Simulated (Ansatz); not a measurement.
**ZnSiH4: ionisation energy by level of theory**

Aim: the vertical ionisation energy of ZnSiH4, as cation minus neutral at the neutral's geometry, on several levels, and how well −ε(HOMO) stands in for it.

Computed with Ansatz 0.2.0, Gaussian basis. Level: unrestricted cation, the program's frozen cores in correlated methods.

The runs, in order: UKS PBE-D4/def2-TZVPP; UKS r2SCAN-D4/def2-TZVPP; UKS PBE0-D4/def2-TZVPP; UKS B3LYP-D4/def2-TZVPP; UKS wB97X-V/def2-TZVPP; UKS wB97M-V/def2-TZVPP; UKS B2PLYP (frozen core with 3s3p of Cu, Zn)/def2-TZVPP; UHF-CCSD(T) with 3s3p of Cu, Zn/def2-TZVPP; UHF-MP2 with 3s3p of Cu, Zn/def2-QZVPP; extrapolation to the limit; then −ε(HOMO) from the neutral's earlier runs with LDA (SPW92), PBE-D4, revPBE-D4, BLYP-D4, r2SCAN-D4, B97M-V, PBE0-D4, B3LYP-D4, r2SCANh-D4, r2SCAN0-D4, HSE06-D4, BHLYP-D4, CAM-B3LYP-D4, LC-ωPBE, ωB97X-V, ωB97M-V.

## (1) The relaxed structure

The geometry comes from an earlier relaxation with PBE0-D4 in a triple-zeta def2 set; it is a stationary point.

6 atoms, charge 0, spin multiplicity 1.

Atoms are counted from 1 here; the program's logs count them from 0.

Bond lengths: Si1–H3 1.486 Å, Si1–H4 1.485 Å, Si1–H5 1.485 Å, Si1–H6 1.485 Å. Angles: H3–Si1–H4 109.5°, H3–Si1–H5 109.5°, H3–Si1–H6 109.5°, H4–Si1–H5 109.5°, H4–Si1–H6 109.5°, H5–Si1–H6 109.5°.

## (2) Cation, UKS PBE-D4/def2-TZVPP

Contents of in.yaml:

```yaml
crystal:
  periodic: [false, false, false]
  atoms:
    - {symbol: Si, position_ang: [0.113852, -0.527980, -0.359430]}
    - {symbol: Zn, position_ang: [-0.527203, 2.576109, 1.750992]}
    - {symbol: H, position_ang: [0.363629, -1.739134, -1.183868]}
    - {symbol: H, position_ang: [-1.306872, -0.506742, 0.071920]}
    - {symbol: H, position_ang: [0.405119, 0.686606, -1.162495]}
    - {symbol: H, position_ang: [0.993574, -0.552858, 0.836581]}
basis:
  gaussian: {orbitals: def2-TZVPP}
total_charge: 1
magnetization: {spin_polarized: true, initial_magnetization: 1}
hamiltonian: {xc: pbe, dispersion: d4}
```

On the command line:

```console
ansatz run in.yaml --threads 2 --pin off --events-out ev --progress --plain --max-ram 4352MiB
```

Further steps of the session: Cation, UKS r2SCAN-D4/def2-TZVPP; Cation, UKS PBE0-D4/def2-TZVPP; Cation, UKS B3LYP-D4/def2-TZVPP; Cation, UKS wB97X-V/def2-TZVPP; Cation, UKS wB97M-V/def2-TZVPP; Cation, UKS B2PLYP (frozen core with 3s3p of Cu, Zn)/def2-TZVPP; Cation, UHF-CCSD(T) with 3s3p of Cu, Zn/def2-TZVPP; Cation, UHF-MP2 with 3s3p of Cu, Zn/def2-QZVPP.

**Question.** What will the summary of the whole plan be? Wanted: ionisation energy, CCSD(T)/CBS; nearest functional by difference; nearest −ε(HOMO); −ε(HOMO) of PBE; T1 of the cation.

**Answer**, as computed:

```
                        quantity                value
  ionisation energy, CCSD(T)/CBS              9.17 eV
nearest functional by difference  B3LYP-D4 (+0.06 eV)
                nearest −ε(HOMO)   LC-ωPBE (-0.26 eV)
                 −ε(HOMO) of PBE              5.84 eV
                T1 of the cation                0.012
```

In words: By cation minus neutral, the functionals miss by 0.24 eV at most. −ε(HOMO) of PBE misses by 3.3 eV, since self-interaction lifts the level. Among orbital estimates LC-ωPBE comes nearest. Hartree-Fock falls 1.67 eV short, as the neutral has more correlation energy than the cation. For Zn the d shell is correlated and the shells below it are frozen.
